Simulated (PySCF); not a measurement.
# H2HoS2 (Ho(SH)2+): the cost of one run

Program: PySCF 2.14.0. Level of theory: PBE0, Ho lcecp-1-SVP with ECP56, S def2-SVP, H def2-SVP; scalar-relativistic core potentials, no spin–orbit coupling. These are calculated values, not measurements.

1 further run of the same task is left out (for a known fault of the program).

### Step 1. Starting geometry

5 atoms, charge 1, spin multiplicity 1.

Bond lengths: Ho1–S2 2.693 Å, Ho1–S4 2.693 Å, S2–H3 1.341 Å, S4–H5 1.341 Å. Angles: S2–Ho1–S4 131.8°, Ho1–S2–H3 104.2°, Ho1–S4–H5 104.2°.

Geometry (Å):

```xyz
5
charge 1, multiplicity 1
Ho    0.0000    0.0000    0.0000
S     2.4583    0.0000    1.1002
H     3.2725   -0.3365    0.0888
S    -2.4583    0.0000    1.1002
H    -3.2725    0.3365    0.0888
```

Formal oxidation states: Ho +3. Each metal's 10 4f electrons lie in its core potential, so multiplicities, spins and levels count the valence alone.

### Step 2. SCF at the start, singlet

run.py (the lines that set the calculation) reads:

```python
mol = gto.M(atom='''
Ho     0.00000     0.00000     0.00000
S      2.45830     0.00000     1.10020
H      3.27250    -0.33650     0.08880
S     -2.45830     0.00000     1.10020
H     -3.27250     0.33650     0.08880''',
    basis={'Ho': 'lcecp-1-SVP', 'S': 'def2-SVP', 'H': 'def2-SVP'},
    ecp={'Ho': 'lcecp-1-SVP'},
    charge=1, spin=0)
mf = dft.RKS(mol, xc='PBE0')
mf.grids.atom_grid = (50, 194)  # f atoms: unpruned, at least (60, 302)
mf = mf.density_fit()  # fitting sets: Ho AutoAux, S def2-universal-JKFIT, H def2-universal-JKFIT
mf.conv_tol = 1e-08; mf.max_cycle = 55
mf.kernel(dm0)  # dm0: free metal ions and neutral atoms
```

The run is started by

```bash
$ OMP_NUM_THREADS=2 python run.py
```

**Question.** How long does this run take on 2 threads of AMD EPYC 9R14 (Zen 4), shared host, and how much memory does it need?

About 2.1 s, with a peak of 0.4 GiB.
